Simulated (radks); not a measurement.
# Fractional charge and spin in the 4s shell of zinc

One table from this session's results is given with a row withheld; the runs are named, their logs left out.

Method: scalar-relativistic Kohn-Sham, PBEsol, spin-polarised, spherical densities, finite nucleus. Code: radks (a radial shooting solver on a logarithmic mesh, Libxc functionals) version 1.

## The atom as given

- element: zinc (Z = 30)
- configuration: [Ar] 3d10 4s(up 1, down 1)
- nuclear rms radius: 3.9283 fm

A shell typed twice in an input gives spin up, then spin down.

Set-up of the first run:

The run's settings:

```text
Z 30
configuration [Ar] 3d10 4s1 4s1
relativity scalar-relativistic
functional pbe_sol,pbe_sol
spin polarised
nucleus finite rms 3.9283 fm
c 137.035999084
```

Among the steps run: 4s: up 1, down 1.

One table of the session follows, with a row left open; its other results are not shown here.

It belongs to the step «4s: up 1, down 1». From the orbitals of this run (lengths in bohr):

| level | <r> | outermost maximum (interpolated) | 90 % within | nodes |
| --- | --- | --- | --- | --- |
| 1s | 0.05034 | 0.0329 | 0.0899 | 0 |
| 2s | 0.2264 | 0.189 | 0.350 | 1 |
| 2p | 0.1984 | 0.152 | 0.324 | 0 |
| 3s | ? | ? | ? | ? |
| 3p | 0.7137 | 0.592 | 1.10 | 1 |
| 3d | 0.9119 | 0.565 | 1.61 | 0 |
| 4s | 2.642 | 2.09 | 4.09 | 3 |

**Question.** Estimate the row for 3s.

The run gave: <r>: 0.6815; outermost maximum (interpolated): 0.588; 90 % within: 1.02; nodes: 2. In the column «<r>» it lies between 2s (0.2264) and 3p (0.7137).
